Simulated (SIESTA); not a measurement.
## Ta3Cu under changes of volume

One of the cells (17.281 Å³/atom); the others are scaled copies at fixed shape and fractional positions:

```
Ta Cu
1.0
    -2.01980    2.01980    4.23604
     2.01980   -2.01980    4.23604
     2.01980    2.01980   -4.23604
Ta Cu
3 1
Cartesian
  0.0000 0.0000 4.2360
  2.0198 0.0000 2.1180
  0.0000 2.0198 2.1180
  0.0000 0.0000 0.0000
```

The cell comes from a database or a generator and needn't be the stable form of this composition.

| Quantity | Value |
| --- | --- |
| Program | SIESTA 5.4.2 |
| Functional | PBE |
| Potentials or basis | PseudoDojo 0.4 standard (PBE files) |
| Basis | DZP (energy shift 0.003 Ry; two zetas on semicore shells) |
| Grid cutoff | 800 Ry |
| Energy shift | 0.003 Ry |
| k mesh | 9 × 9 × 9 |
| Occupations | fermi-dirac, width 0.05 eV |
| Spin | no spin polarisation |

```tsv
volume (Å³/atom)	energy over the lowest point (meV/atom)	pressure (GPa)
15.926	?	?
16.265	21.84	10.1
16.604	5.49	5.4
17.281	0.00	-2.4
17.620	8.79	-5.9
17.959	24.74	-9.0
```

Question: What does the run at 15.926 Å³/atom give?

Answer: Energy over the lowest point 48.62 meV/atom; pressure 15.2 GPa.

Worked out: A Birch-Murnaghan fit of order 3 (a polynomial in V^(-2/3)) to the other rows has its minimum at 17.05 Å³/atom with B0 = V·E''(V) = 193 GPa and B' = 4.1 at fixed shape and positions, which overstates the stiffness. It gives 48.42 meV/atom at 15.926 Å³/atom, against the run's 48.62, and -dE/dV = 15.2 GPa, against 15.2.

Energies are extrapolated to zero smearing.

Caveats: short orbitals over semicore shells can move pressures by several GPa; the basis of atomic orbitals isn't converged, which shifts pressures, moduli and gaps.
